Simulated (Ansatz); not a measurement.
# Alloy of GaN and ZnO (30 of 48 Ga sites, 30 of 48 N sites exchanged), 96 atoms, part 1 of 2

How does this alloy cell relax, and what gap do PBEsol, HSE06 and r²SCAN give?

Program: Ansatz 0.2.0, PAW, plane waves. These are calculated values, not measurements.

## (1) The system as built

96 atoms (18 Ga, 30 Zn, 30 O, 18 N); a = 9.636 Å, b = 11.127 Å, c = 10.407 Å, α = 90.00°, β = 90.00°, γ = 90.00°. All atoms were shaken off their sites by about 0.02 Å along each axis.

Plan of the steps: (2) PBEsol cell relaxation at the single k point (¼, ¼, ¼), on 1 × NVIDIA H100 80GB HBM3 with 4 threads of AMD EPYC 7R13; (3) HSE06 single point at the Γ point alone, on 1 × NVIDIA H100 80GB HBM3 with 4 threads of AMD EPYC 7R13; (4) r²SCAN single point at the Γ point alone, on 1 × NVIDIA H100 80GB HBM3 with 4 threads of AMD EPYC 7R13.

## (2) PBEsol relaxation of the cell and the positions

Contents of in.yaml:

```yaml
crystal:
  lattice:
    - [9.635989, 0.000000, 0.000000]
    - [0.000000, 11.126682, 0.000000]
    - [0.000000, 0.000000, 10.407073]
  atoms:
    - { symbol: Ga, position: [0.168673, 0.080688, 0.249456] }
    - { symbol: Ga, position: [0.998623, 0.332792, 0.748361] }
    - { symbol: Ga, position: [0.498761, 0.081095, 0.749069] }
    - { symbol: Ga, position: [0.331388, 0.335332, 0.250203] }
    - { symbol: Ga, position: [0.834438, 0.083773, 0.248232] }
    - { symbol: Ga, position: [0.666080, 0.335852, 0.250131] }
    - { symbol: Ga, position: [0.332569, 0.830510, 0.248783] }
    - { symbol: Ga, position: [0.831884, 0.582682, 0.747805] }
    - { symbol: Ga, position: [0.001438, 0.167573, 0.497827] }
    - { symbol: Ga, position: [0.167241, 0.419458, 0.999863] }
    - { symbol: Ga, position: [0.998034, 0.667207, 0.501828] }
    - { symbol: Ga, position: [0.668630, 0.163388, 0.500309] }
    - { symbol: Ga, position: [0.669210, 0.168005, 0.999172] }
    - { symbol: Ga, position: [0.499635, 0.414789, 0.001213] }
    - { symbol: Ga, position: [0.164270, 0.917829, 0.498391] }
    - { symbol: Ga, position: [0.168190, 0.923600, 0.001525] }
    - { symbol: Ga, position: [0.831459, 0.417023, 0.997869] }
    - { symbol: Ga, position: [0.835078, 0.917596, 0.497410] }
    - { symbol: Zn, position: [0.164127, 0.082637, 0.750557] }
    - { symbol: Zn, position: [0.003017, 0.333772, 0.249610] }
    - { symbol: Zn, position: [0.498500, 0.083866, 0.247456] }
    - { symbol: Zn, position: [0.334408, 0.332663, 0.749450] }
    - { symbol: Zn, position: [0.163200, 0.583316, 0.251254] }
    - { symbol: Zn, position: [0.165308, 0.584479, 0.748927] }
    - { symbol: Zn, position: [0.000420, 0.833142, 0.246123] }
    - { symbol: Zn, position: [0.999334, 0.835486, 0.750632] }
    - { symbol: Zn, position: [0.835650, 0.083990, 0.749559] }
    - { symbol: Zn, position: [0.665970, 0.332828, 0.751600] }
    - { symbol: Zn, position: [0.498049, 0.584336, 0.252247] }
    - { symbol: Zn, position: [0.501024, 0.582318, 0.750557] }
    - { symbol: Zn, position: [0.335306, 0.831537, 0.747882] }
    - { symbol: Zn, position: [0.830929, 0.584909, 0.246940] }
    - { symbol: Zn, position: [0.666752, 0.832595, 0.250995] }
    - { symbol: Zn, position: [0.664766, 0.833207, 0.752943] }
    - { symbol: Zn, position: [0.997971, 0.165557, 0.999610] }
    - { symbol: Zn, position: [0.331911, 0.166514, 0.498319] }
    - { symbol: Zn, position: [0.332854, 0.167975, 0.997314] }
    - { symbol: Zn, position: [0.162501, 0.415479, 0.501589] }
    - { symbol: Zn, position: [0.001673, 0.665678, 0.999310] }
    - { symbol: Zn, position: [0.501086, 0.418353, 0.503439] }
    - { symbol: Zn, position: [0.335163, 0.667001, 0.498044] }
    - { symbol: Zn, position: [0.329211, 0.670665, 0.998373] }
    - { symbol: Zn, position: [0.835319, 0.417001, 0.501717] }
    - { symbol: Zn, position: [0.669390, 0.665415, 0.496917] }
    - { symbol: Zn, position: [0.667830, 0.668535, 0.000618] }
    - { symbol: Zn, position: [0.500440, 0.915157, 0.503314] }
    - { symbol: Zn, position: [0.502169, 0.917059, 0.001260] }
    - { symbol: Zn, position: [0.832857, 0.916586, 0.999304] }
    - { symbol: O, position: [0.001266, 0.170420, 0.184770] }
    - { symbol: O, position: [0.999760, 0.165478, 0.687912] }
    - { symbol: O, position: [0.331540, 0.166008, 0.188926] }
    - { symbol: O, position: [0.333628, 0.167750, 0.691956] }
    - { symbol: O, position: [0.167785, 0.417133, 0.689452] }
    - { symbol: O, position: [0.998015, 0.666820, 0.190503] }
    - { symbol: O, position: [0.995631, 0.668319, 0.689366] }
    - { symbol: O, position: [0.498618, 0.417851, 0.188119] }
    - { symbol: O, position: [0.500066, 0.414405, 0.689357] }
    - { symbol: O, position: [0.334740, 0.665820, 0.690900] }
    - { symbol: O, position: [0.163586, 0.917898, 0.187829] }
    - { symbol: O, position: [0.171334, 0.916842, 0.686554] }
    - { symbol: O, position: [0.832924, 0.416297, 0.191306] }
    - { symbol: O, position: [0.835130, 0.416834, 0.686748] }
    - { symbol: O, position: [0.497997, 0.918838, 0.687904] }
    - { symbol: O, position: [0.835764, 0.914571, 0.688763] }
    - { symbol: O, position: [0.165157, 0.081203, 0.434387] }
    - { symbol: O, position: [0.166716, 0.085024, 0.939728] }
    - { symbol: O, position: [0.999019, 0.334883, 0.438289] }
    - { symbol: O, position: [0.001274, 0.333187, 0.940928] }
    - { symbol: O, position: [0.502940, 0.083982, 0.438002] }
    - { symbol: O, position: [0.500343, 0.086076, 0.942454] }
    - { symbol: O, position: [0.328876, 0.330968, 0.436126] }
    - { symbol: O, position: [0.333582, 0.334010, 0.938239] }
    - { symbol: O, position: [0.166766, 0.579597, 0.940566] }
    - { symbol: O, position: [0.834677, 0.086353, 0.938027] }
    - { symbol: O, position: [0.499833, 0.584753, 0.436605] }
    - { symbol: O, position: [0.500844, 0.585569, 0.939181] }
    - { symbol: O, position: [0.332953, 0.834587, 0.440934] }
    - { symbol: O, position: [0.666863, 0.834844, 0.935981] }
    - { symbol: N, position: [0.165867, 0.416144, 0.187816] }
    - { symbol: N, position: [0.668617, 0.166435, 0.187967] }
    - { symbol: N, position: [0.665216, 0.167804, 0.690104] }
    - { symbol: N, position: [0.333172, 0.667683, 0.189768] }
    - { symbol: N, position: [0.666752, 0.666228, 0.189098] }
    - { symbol: N, position: [0.665725, 0.668202, 0.689390] }
    - { symbol: N, position: [0.501994, 0.917858, 0.188204] }
    - { symbol: N, position: [0.833905, 0.918574, 0.187975] }
    - { symbol: N, position: [0.169108, 0.581094, 0.435943] }
    - { symbol: N, position: [0.000011, 0.832599, 0.441231] }
    - { symbol: N, position: [0.001700, 0.833414, 0.940939] }
    - { symbol: N, position: [0.833279, 0.083446, 0.440240] }
    - { symbol: N, position: [0.663841, 0.336549, 0.439292] }
    - { symbol: N, position: [0.669088, 0.333865, 0.935967] }
    - { symbol: N, position: [0.332838, 0.835638, 0.937925] }
    - { symbol: N, position: [0.834147, 0.584774, 0.439427] }
    - { symbol: N, position: [0.830399, 0.583440, 0.938483] }
    - { symbol: N, position: [0.670495, 0.833193, 0.438532] }
  symmetry: { detect: false }
kpoints:
  mp_grid: { grid: [1, 1, 1], shift: [0.25, 0.25, 0.25] }
hamiltonian:
  xc: pbesol
scf:
  occupations: { method: fermi_dirac, width: 0.01 }
relax:
  f_tol: 0.03
  max_steps: 80
  escape_saddle: false
  adjacent_minimum: "off"
  cell: { fix: [alpha, beta, gamma] }
output:
  forces: true
  eigenvalues: true
  populations: true
```

Launch:

```sh
> ansatz run in.yaml --threads 4 --pin off --max-ram 42750MiB --runs-dir r --events-out ev --progress --plain --backend cuda --devices 0, --max-vram 37GiB
```

The program printed:

```text
Pseudopotentials: kind: paw
Functional definition: PBEsol
  exchange = pbesol_x
  correlation = pbesol_c
Crystal: 96 atoms, lattice volume = 1115.811 Å³
Basis set: ecut = 420 eV, 21811 PW (Γ), exchange–correlation on 144×150×144 points (8 copies of the dense FFT grid, shifted against one another)
Bands: 528, of which v1, the nominal top of the filled ones, is band 432 counted from 1 (431 counted from 0)
Symmetry: 1 space group operations
k-points: 1
Non-local potential: Ga, projectors of the file, l = 0: 2, l = 1: 2, l = 2: 3, l = 3: 1
Non-local potential: Zn, projectors of the file, l = 0: 2, l = 1: 2, l = 2: 3, l = 3: 1
Non-local potential: O, projectors of the file, l = 0: 2, l = 1: 2, l = 2: 1
Non-local potential: N, projectors of the file, l = 0: 2, l = 1: 2, l = 2: 1
PAW form: soft (Blöchl's): semilocal exchange-correlation on the pseudo side does not see the compensation charge
PAW frozen core: Ga, regenerated for the run's functional, and the local potential with it (the file was generated under x = pbe(κ = 0.804, μ = 0.2195149727645171), c = pbe(β = 0.06672455060314922))
PAW frozen core: Zn, regenerated for the run's functional, and the local potential with it (the file was generated under x = pbe(κ = 0.804, μ = 0.2195149727645171), c = pbe(β = 0.06672455060314922))
PAW frozen core: O, regenerated for the run's functional, and the local potential with it (the file was generated under x = pbe(κ = 0.804, μ = 0.2195149727645171), c = pbe(β = 0.06672455060314922))
PAW frozen core: N, regenerated for the run's functional, and the local potential with it (the file was generated under x = pbe(κ = 0.804, μ = 0.2195149727645171), c = pbe(β = 0.06672455060314922))
PAW one-centre angular grid: Ga, 590 points (default); XC on 64 Gauss nodes
PAW one-centre angular grid: Zn, 590 points (default); XC on 64 Gauss nodes
PAW one-centre angular grid: O, 110 points (default); XC on 64 Gauss nodes
PAW one-centre angular grid: N, 110 points (default); XC on 64 Gauss nodes
Initial density: superposition of atomic densities (neutral atoms: chi_scale 0, normalization atom), corrected by the library's trained network
Initial wavefunctions: pseudopotential atomic-orbital guess
Functional: x = pbesol(κ = 0.804, μ = 0.12345679012345678), c = pbesol(β = 0.046)
SCF iter   1: F=—  HF=-189458.670744 eV  |F-HF|=—  |Δ(HF+E_count)|=         —  Δρ=1.52e-2  dr2=2.34e0  ethr=1.77e-3  ⟨swp⟩=7.0  Hψ=2194  notcnv=0
preconditioner: auto → LDOS  [insulator: Δε(μ)=0.053 eV  Ē_g=13.869 eV  σ=0.010 eV  W_gap=0.87  n_scr=336 (ndim 8)  ℏωp=32.7 eV  f_vac=0.015  D(μ)=24.76/eV (n_scr^D=146)  ε∞_Penn≈6.6  β→1.0]
SCF iter   2: F=—  HF=-189458.862292 eV  |F-HF|=—  |Δ(HF+E_count)|=   1.92e-1  Δρ=1.79e-2  dr2=2.66e0  ethr=2.71e-4  ⟨swp⟩=3.0  Hψ=1051  notcnv=0  defer=89
SCF iter   3: F=—  HF=-189458.086101 eV  |F-HF|=—  |Δ(HF+E_count)|=   7.76e-1  Δρ=4.43e-3  dr2=2.15e-1  ethr=2.71e-4  ⟨swp⟩=2.0  Hψ=874  notcnv=0  defer=89
SCF iter   4: F=—  HF=-189458.072749 eV  |F-HF|=—  |Δ(HF+E_count)|=   1.34e-2  Δρ=2.89e-3  dr2=1.20e-1  ethr=2.49e-5  ⟨swp⟩=2.0  Hψ=856  notcnv=0  defer=89
SCF iter   5: F=—  HF=-189458.064477 eV  |F-HF|=—  |Δ(HF+E_count)|=   8.27e-3  Δρ=2.10e-3  dr2=6.29e-2  ethr=1.39e-5  ⟨swp⟩=2.0  Hψ=812  notcnv=0  defer=89
SCF iter   6: F=—  HF=-189458.061144 eV  |F-HF|=—  |Δ(HF+E_count)|=   3.33e-3  Δρ=1.43e-3  dr2=2.87e-2  ethr=7.28e-6  ⟨swp⟩=2.0  Hψ=730  notcnv=0  defer=89
SCF iter   7: F=—  HF=-189458.060404 eV  |F-HF|=—  |Δ(HF+E_count)|=   7.40e-4  Δρ=1.00e-3  dr2=1.36e-2  ethr=3.33e-6  ⟨swp⟩=2.0  Hψ=729  notcnv=0  defer=89
SCF iter   8: F=—  HF=-189458.051726 eV  |F-HF|=—  |Δ(HF+E_count)|=   8.68e-3  Δρ=7.01e-4  dr2=6.54e-3  ethr=1.58e-6  ⟨swp⟩=2.0  Hψ=687  notcnv=0  defer=89
SCF iter   9: F=—  HF=-189458.052591 eV  |F-HF|=—  |Δ(HF+E_count)|=   8.65e-4  Δρ=4.66e-4  dr2=3.01e-3  ethr=7.57e-7  ⟨swp⟩=2.0  Hψ=670  notcnv=0  defer=89
SCF iter  10: F=—  HF=-189458.053851 eV  |F-HF|=—  |Δ(HF+E_count)|=   1.26e-3  Δρ=3.40e-4  dr2=1.68e-3  ethr=3.49e-7  ⟨swp⟩=2.0  Hψ=687  notcnv=0  defer=89
SCF iter  11: F=—  HF=-189458.050728 eV  |F-HF|=—  |Δ(HF+E_count)|=   3.12e-3  Δρ=2.57e-4  dr2=9.68e-4  ethr=1.95e-7  ⟨swp⟩=2.0  Hψ=688  notcnv=0  defer=89
SCF iter  12: F=—  HF=-189458.052193 eV  |F-HF|=—  |Δ(HF+E_count)|=   1.46e-3  Δρ=1.87e-4  dr2=5.39e-4  ethr=1.12e-7  ⟨swp⟩=3.0  Hψ=795  notcnv=0  defer=89
SCF iter  13: F=—  HF=-189458.050589 eV  |F-HF|=—  |Δ(HF+E_count)|=   1.60e-3  Δρ=1.41e-4  dr2=3.12e-4  ethr=6.24e-8  ⟨swp⟩=3.0  Hψ=743  notcnv=0  defer=89
SCF iter  14: F=—  HF=-189458.050571 eV  |F-HF|=—  |Δ(HF+E_count)|=   1.80e-5  Δρ=1.08e-4  dr2=1.78e-4  ethr=3.61e-8  ⟨swp⟩=2.0  Hψ=788  notcnv=0  defer=89
SCF iter  15: F=—  HF=-189458.050581 eV  |F-HF|=—  |Δ(HF+E_count)|=   9.24e-6  Δρ=7.64e-5  dr2=9.71e-5  ethr=2.06e-8  ⟨swp⟩=2.0  Hψ=790  notcnv=0  defer=89
SCF iter  16: F=—  HF=-189458.053575 eV  |F-HF|=—  |Δ(HF+E_count)|=   2.99e-3  Δρ=5.82e-5  dr2=5.56e-5  ethr=1.12e-8  ⟨swp⟩=2.0  Hψ=603  notcnv=0  defer=89
SCF iter  17: F=—  HF=-189458.053572 eV  |F-HF|=—  |Δ(HF+E_count)|=   3.27e-6  Δρ=4.50e-5  dr2=3.29e-5  ethr=6.44e-9  ⟨swp⟩=2.0  Hψ=500  notcnv=0  defer=89
SCF iter  18: F=—  HF=-189458.053570 eV  |F-HF|=—  |Δ(HF+E_count)|=   1.58e-6  Δρ=3.47e-5  dr2=1.90e-5  ethr=3.81e-9  ⟨swp⟩=2.0  Hψ=637  notcnv=0  defer=89
SCF iter  19: F=—  HF=-189458.053569 eV  |F-HF|=—  |Δ(HF+E_count)|=   7.58e-7  Δρ=2.83e-5  dr2=1.19e-5  ethr=2.19e-9  ⟨swp⟩=2.0  Hψ=440  notcnv=0  defer=89
SCF iter  20: F=—  HF=-189458.053569 eV  |F-HF|=—  |Δ(HF+E_count)|=   4.89e-7  Δρ=2.43e-5  dr2=8.62e-6  ethr=1.38e-9  ⟨swp⟩=2.0  Hψ=476  notcnv=0  defer=89
[... from here the SCF cycle lines were not kept, up to the last twenty ...]
relax step   1: F+E_penalty+E_count = -189458.05356743 eV  Δ(F+E_penalty+E_count) = +0.000e0 eV  max|allowed force component| = 3.428e0 eV/Å  Δτ_max = 0.0000 Å  P = +1.676 GPa  Ω = 1115.811 Å³  fix = [alpha, beta, gamma]  reactions: alpha -0.109, beta -0.071, gamma +0.082 GPa/rad  (29 SCF iters, dr2 threshold 1.00e-7 eV, accepted)
[... from here on, the SCF cycles and remarks between the steps are left out ...]
relax step   2: F+E_penalty+E_count = -189462.67752313 eV  Δ(F+E_penalty+E_count) = -4.624e0 eV  max|allowed force component| = 1.852e0 eV/Å  Δτ_max = 0.1140 Å  P = +0.485 GPa  Ω = 1121.567 Å³  energy of the carried Pulay correction = -2.378e-2 eV  fix = [alpha, beta, gamma]  reactions: alpha -0.052, beta +0.085, gamma +0.037 GPa/rad  (10 SCF iters, dr2 threshold 9.60e-6 eV, accepted)
relax step   3: F+E_penalty+E_count = -189465.31430304 eV  Δ(F+E_penalty+E_count) = -2.637e0 eV  max|allowed force component| = 8.733e-1 eV/Å  Δτ_max = 0.2000 Å  P = -1.271 GPa  Ω = 1141.189 Å³  energy of the carried Pulay correction = -1.039e-1 eV  fix = [alpha, beta, gamma]  reactions: alpha +0.119, beta +0.113, gamma -0.112 GPa/rad  (9 SCF iters, dr2 threshold 9.60e-6 eV, accepted)
relax step   4: F+E_penalty+E_count = -189465.94030293 eV  Δ(F+E_penalty+E_count) = -6.260e-1 eV  max|allowed force component| = 5.278e-1 eV/Å  Δτ_max = 0.1694 Å  P = +0.119 GPa  Ω = 1131.157 Å³  energy of the carried Pulay correction = -6.313e-2 eV  fix = [alpha, beta, gamma]  reactions: alpha +0.023, beta +0.128, gamma -0.172 GPa/rad  (8 SCF iters, dr2 threshold 9.60e-6 eV, accepted)
relax step   5: F+E_penalty+E_count = -189465.99701672 eV  Δ(F+E_penalty+E_count) = -5.671e-2 eV  max|allowed force component| = 3.249e-1 eV/Å  Δτ_max = 0.2000 Å  P = -0.070 GPa  Ω = 1135.698 Å³  energy of the carried Pulay correction = -8.165e-2 eV  fix = [alpha, beta, gamma]  reactions: alpha -0.070, beta +0.083, gamma -0.162 GPa/rad  (8 SCF iters, dr2 threshold 9.60e-6 eV, accepted)
relax step   6: F+E_penalty+E_count = -189466.06231521 eV  Δ(F+E_penalty+E_count) = -6.530e-2 eV  max|allowed force component| = 1.668e-1 eV/Å  Δτ_max = 0.1800 Å  P = -0.069 GPa  Ω = 1133.048 Å³  energy of the carried Pulay correction = -7.085e-2 eV  fix = [alpha, beta, gamma]  reactions: alpha +0.037, beta +0.125, gamma -0.179 GPa/rad  (8 SCF iters, dr2 threshold 6.60e-6 eV, accepted)
relax step   7: F+E_penalty+E_count = -189466.09039828 eV  Δ(F+E_penalty+E_count) = -2.808e-2 eV  max|allowed force component| = 2.410e-2 eV/Å  Δτ_max = 0.0337 Å  P = +0.000 GPa  Ω = 1133.227 Å³  energy of the carried Pulay correction = -7.158e-2 eV  fix = [alpha, beta, gamma]  reactions: alpha +0.013, beta +0.121, gamma -0.186 GPa/rad  (7 SCF iters, dr2 threshold 1.74e-6 eV, accepted)
relax step   8: F+E_penalty+E_count = -189466.16437050 eV  Δ(F+E_penalty+E_count) = -7.397e-2 eV  max|allowed force component| = 2.408e-2 eV/Å  Δτ_max = 0.0000 Å  P = +0.081 GPa  Ω = 1133.227 Å³  fix = [alpha, beta, gamma]  reactions: alpha +0.007, beta +0.124, gamma -0.185 GPa/rad  stress off target by 9.17e-2 GPa on what of the cell is left free  SCF on the basis re-selected at this cell (its en [...]
relax step   9: F+E_penalty+E_count = -189466.16219531 eV  Δ(F+E_penalty+E_count) = +2.175e-3 eV  max|allowed force component| = 9.068e-3 eV/Å  Δτ_max = 0.0040 Å  P = -0.014 GPa  Ω = 1133.992 Å³  energy of the carried Pulay correction = -3.063e-3 eV  fix = [alpha, beta, gamma]  reactions: alpha +0.006, beta +0.119, gamma -0.185 GPa/rad  (8 SCF iters, dr2 threshold 2.10e-8 eV, accepted)
relax step  10: F+E_penalty+E_count = -189466.16585000 eV  Δ(F+E_penalty+E_count) = -3.655e-3 eV  max|allowed force component| = 9.042e-3 eV/Å  Δτ_max = 0.0000 Å  P = -0.012 GPa  Ω = 1133.992 Å³  fix = [alpha, beta, gamma]  reactions: alpha +0.006, beta +0.119, gamma -0.185 GPa/rad  stress off target by 1.74e-2 GPa on what of the cell is left free  SCF on the basis re-selected at this cell (its en [...]
SCF converged after 5 iterations
Free energy (F): -189466.165850 eV
Harris-Foulkes:  -189466.165850 eV  (|F-HF|=5.82e-11)
Internal energy: -189466.165850 eV  (E = F + TS)
E sigma→0 (E₀):  -189466.165850 eV
Fermi energy:    9.330041 eV
--- Per-component energies (eV) ---
  E_band       = 566.490794
  E_kinetic    = 13586.147943
  E_local      = -95824.364784  (includes V_loc(G=0)·N_el)
  E_nonlocal   = 28588.155956
  E_hartree    = 40966.085034
  E_xc         = -8524.617716
  E_vxc        = -6752.852908  (∫ρ·V_xc dr)
  E_paw        = -95748.794447  (= ΣΔE_a)
  E_vpaw       = -20962.828447  (= ΣTr[D̂ρ^β])
  E_aug_tail   = 0.061832  (compensation charges beyond the density's cutoff)
  E_ewald      = -72549.858332
  E_core_change = 41.018664  (= ΣΔE_core)
  E_smearing   = -0.000000  (= −TS)
  E_closure    = 0.000000  (closes the sum)
  Σ components = -189466.165850   (vs F -189466.165850, Δ=0.00e0)
--- Forces (eV/Å), atoms counted from 1 ---
  atom   1  Ga    -0.00129101    -0.00049297     0.00171862
  atom   2  Ga     0.00044910     0.00034202     0.00208067
[... 4 atoms left out ...]
  atom   7  Ga    -0.00686558     0.00323683     0.00537439
[... 8 atoms left out ...]
  atom  16  Ga     0.00058866     0.00143326     0.00583904
[... 1 atom left out ...]
  atom  18  Ga     0.00565838     0.00052540     0.00126330
[... 37 atoms left out ...]
  atom  56  O      0.00094851     0.00397219     0.00351430
[... 12 atoms left out ...]
  atom  69  O      0.00375325     0.00385835     0.00009062
[... 9 atoms left out ...]
  atom  79  N      0.00450258     0.00418029    -0.00141302
[... 2 atoms left out ...]
  atom  82  N     -0.00157672    -0.00904219     0.00044675
[... 2 atoms left out ...]
  atom  85  N      0.00529887     0.00342700     0.00032290
[... 11 atoms left out ...]
  max |Σ_I F_I| component: 1.93e-6 eV/Å
--- Stress (GPa, compression-positive) ---
       -0.003838       0.185030      -0.119485
        0.185030      -0.014780      -0.006023
       -0.119485      -0.006023      -0.017375
  P = ⅓ Tr σ = -0.0120 GPa (-0.120 kbar)
--- Band table (eV) ---
  k-point 0: bands = [... 420 lower levels ..., "7.8847", "8.0046", "8.0341", "8.1591", "8.2490", "8.3854", "8.4860", "8.5825", "8.6228", "8.6822", "8.9648", "9.0280", "9.6321", "10.5591", "10.7848", "10.8935", "11.4764", "11.6436", "11.7637", "11.8234", "11.8775", "12.1869", "12.2374", "12.3330", ... 84 higher levels ...]
--- Relaxed structure (8 steps of the walk, 8 accepted, 2 SCFs on fresh bases) ---
  F+E_penalty+E_count = -189466.16585000 eV   max|allowed force component| = 9.042e-3 eV/Å   (the final SCF, on the basis selected at the relaxed cell)
  cell:  # Å, volume = 1133.9919 Å³
    - [9.704942089685067, 8.606065301939347e-144, -2.98631577602436e-143]
    - [9.937428517811e-144, 11.177327263104152, 7.776696252880773e-144]
    - [-3.225284533028957e-143, 7.27374482370905e-144, 10.45391686573994]
  atoms:
    - { symbol: Ga, position: [0.16429607967883603, 0.08196621445918408, 0.24925363681467147] }
    - { symbol: Ga, position: [0.9996240798661882, 0.33422587773647244, 0.7502405827819473] }
[... 94 atoms left out; the next input holds them all, rounded ...]
--- Löwdin populations: 96 sites ---
  site symbol       q [e]
     0     Ga     12.1167
     1     Ga     12.1430
[... 94 atoms left out ...]
  spilling = 0.007055 (of n_electrons = 864.000000)
```

Run time: 26 s. Hardware: 1 × NVIDIA H100 80GB HBM3 with 4 threads of AMD EPYC 7R13, shared host; peak host memory 1.6 GiB.

Step by step (solves on a freshly chosen basis count as rows, and their energies jump a little):

```
accepted step  energy change (eV)  largest force component (eV/Å)  SCF cycles  pressure (GPa)
            1               0.000                           3.428          29            1.68
            2              -4.624                           1.852          10            0.49
            3              -7.261                           0.873           9           -1.27
            4              -7.887                           0.528           8            0.12
            5              -7.943                           0.325           8           -0.07
            6              -8.009                           0.167           8           -0.07
            7              -8.037                           0.024           7            0.00
            8              -8.111                           0.024           8            0.08
            9              -8.109                           0.009           8           -0.01
           10              -8.112                           0.009           5           -0.01
```

Largest shifts, less the median shift:

| atom | shift (Å) | dx | dy | dz |
| --- | --- | --- | --- | --- |
| Zn29 | 0.299 | 0.039 | 0.295 | -0.025 |
| O56 | 0.280 | -0.034 | -0.273 | -0.053 |
| Zn25 | 0.213 | -0.182 | -0.089 | 0.066 |
| O61 | 0.213 | -0.045 | -0.162 | -0.131 |
| Ga16 | 0.212 | -0.006 | -0.199 | -0.072 |
| O67 | 0.202 | 0.066 | -0.181 | 0.060 |
| Zn47 | 0.194 | -0.009 | -0.177 | 0.080 |
| O76 | 0.193 | -0.112 | -0.157 | 0.009 |

|  | before | after | change |
| --- | --- | --- | --- |
| a (Å) | 9.636 | 9.705 | +0.72 % |
| b (Å) | 11.127 | 11.177 | +0.46 % |
| c (Å) | 10.407 | 10.454 | +0.45 % |
| volume (Å³/atom) | 11.623 | 11.812 | +1.63 % |

Bonds in the relaxed cell, counted within a distance cut:

| pair | count | mean (Å) | spread (Å) | least | most |
| --- | --- | --- | --- | --- | --- |
| Ga–N | 30 | 1.893 | 0.044 | 1.827 | 2.001 |
| Ga–O | 42 | 1.940 | 0.071 | 1.827 | 2.145 |
| N–Zn | 42 | 1.950 | 0.050 | 1.868 | 2.089 |
| O–Zn | 74 | 2.029 | 0.077 | 1.900 | 2.228 |

Top filled level 9.028 eV, lowest empty level 9.632 eV: 0.60 eV apart at the single k point (¼, ¼, ¼).

(Continued in part 2 of 2.)
